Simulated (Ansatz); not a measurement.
# Ge: further runs on the relaxed cell

One table from this session's results is given with a row withheld; the runs are named, their logs left out.

Computed with Ansatz 0.2.0 (DFT r2SCAN, scalar-relativistic, plane waves, PAW, unless a step's input says otherwise).

### Starting point

The structure is tetragonal, space group P4_32_12 (No. 96). The conventional cell has a = 5.949 Å, b = 5.949 Å, c = 7.089 Å, α = 90.00°, β = 90.00°, γ = 90.00°. Ge (site symmetry 2) has 4 Ge at 2.48 to 2.49 Å in its first shell of neighbours. Ge (site symmetry 1) has 4 Ge at 2.48 to 2.51 Å in its first shell of neighbours.

As a file:

```cif
data_structure
_symmetry_space_group_name_H-M 'P 1'
_symmetry_Int_Tables_number 1
_cell_length_a 5.9486
_cell_length_b 5.9486
_cell_length_c 7.0894
_cell_angle_alpha 90.000
_cell_angle_beta 90.000
_cell_angle_gamma 90.000
_cell_volume 250.86
loop_
_atom_site_label
_atom_site_type_symbol
_atom_site_fract_x
_atom_site_fract_y
_atom_site_fract_z
_atom_site_occupancy
Ge1 Ge 0.08447 0.08447 0.00000 1
Ge2 Ge 0.41553 0.58447 0.75000 1
Ge3 Ge 0.91553 0.91553 0.50000 1
Ge4 Ge 0.58447 0.41553 0.25000 1
Ge5 Ge 0.16920 0.37281 0.24428 1
Ge6 Ge 0.12719 0.66920 0.99428 1
Ge7 Ge 0.83080 0.62719 0.74428 1
Ge8 Ge 0.87281 0.33080 0.49428 1
Ge9 Ge 0.66920 0.12719 0.00572 1
Ge10 Ge 0.62719 0.83080 0.25572 1
Ge11 Ge 0.33080 0.87281 0.50572 1
Ge12 Ge 0.37281 0.16920 0.75572 1
```

This cell was relaxed beforehand with the same method: volume 20.91 Å³/atom, gap on the mesh 0.74 eV.

Set-up of the first run:

input.yaml reads:

```yaml
crystal:
  lattice:
    - [5.8884909807, 0.0, 0.0]
    - [0.0, 5.8884909807, 0.0]
    - [0.0, 0.0, 7.0177485178]
  atoms:
    - { symbol: Ge, position: [0.0844686895, 0.0844686895, 0.0] }
    - { symbol: Ge, position: [0.4155313105, 0.5844686895, 0.75] }
    - { symbol: Ge, position: [0.9155313105, 0.9155313105, 0.5] }
    - { symbol: Ge, position: [0.5844686895, 0.4155313105, 0.25] }
    - { symbol: Ge, position: [0.1692033319, 0.3728100964, 0.2442841429] }
    - { symbol: Ge, position: [0.1271899036, 0.6692033319, -0.0057158571] }
    - { symbol: Ge, position: [0.8307966681, 0.6271899036, 0.7442841429] }
    - { symbol: Ge, position: [0.8728100964, 0.3307966681, 0.4942841429] }
    - { symbol: Ge, position: [0.6692033319, 0.1271899036, 0.0057158571] }
    - { symbol: Ge, position: [0.6271899036, 0.8307966681, 0.2557158571] }
    - { symbol: Ge, position: [0.3307966681, 0.8728100964, 0.5057158571] }
    - { symbol: Ge, position: [0.3728100964, 0.1692033319, 0.7557158571] }
basis:
  ecutwfc: 500
kpoints:
  mp_grid: { grid: [6, 6, 4] }
hamiltonian:
  xc: r2scan
scf:
  occupations: { method: gaussian, width: 0.02 }
output:
  forces: true
  stress: true
  eigenvalues: true
relax:
  adjacent_minimum: "off"
  f_tol: 0.01
  max_steps: 30
  cell: { stress_tol: 0.1, fix: [volume] }
```

Launch:

```sh
$ ansatz run input.yaml --threads 4 --pin off --max-ram 10240MiB --backend cpu --events-out ev --progress --plain --runs-dir out
```

Steps of the session up to this table: Volume × 0.97; Point at V/V0 = 1.03; Point at V/V0 = 0.94; Point at V/V0 = 1.06.

One table of the session follows, with a row left open; its other results are not shown here.

It belongs to the step «Energy against volume». 

```
volume (Å³/atom)  energy above the lowest point (meV/atom)  pressure (GPa)  gap on the mesh (eV)
          19.651                                      16.2            4.37                  0.95
          20.278                                       3.8            2.00                  0.85
          20.905                                       0.0            0.00                  0.74
          21.532                                         ?               ?                     ?
          22.159                                      13.0           -3.14                  0.54
```

**Question.** Estimate the row for volume (Å³/atom) = 21.532.

Worked estimate for «energy above the lowest point (meV/atom)». A straight line through the neighbours (20.905, 0.0) and (22.159, 13.0) gives 0.0 + (13.0 − 0.0) × (21.532 − 20.905) / (22.159 − 20.905) = 6.5; a parabola fitted to 3 rows on both sides gives 3.1.

As computed: energy above the lowest point (meV/atom): 3.4; pressure (GPa): -1.70; gap on the mesh (eV): 0.63. In «energy above the lowest point (meV/atom)» the line misses by +3.1 and the parabola by -0.3.
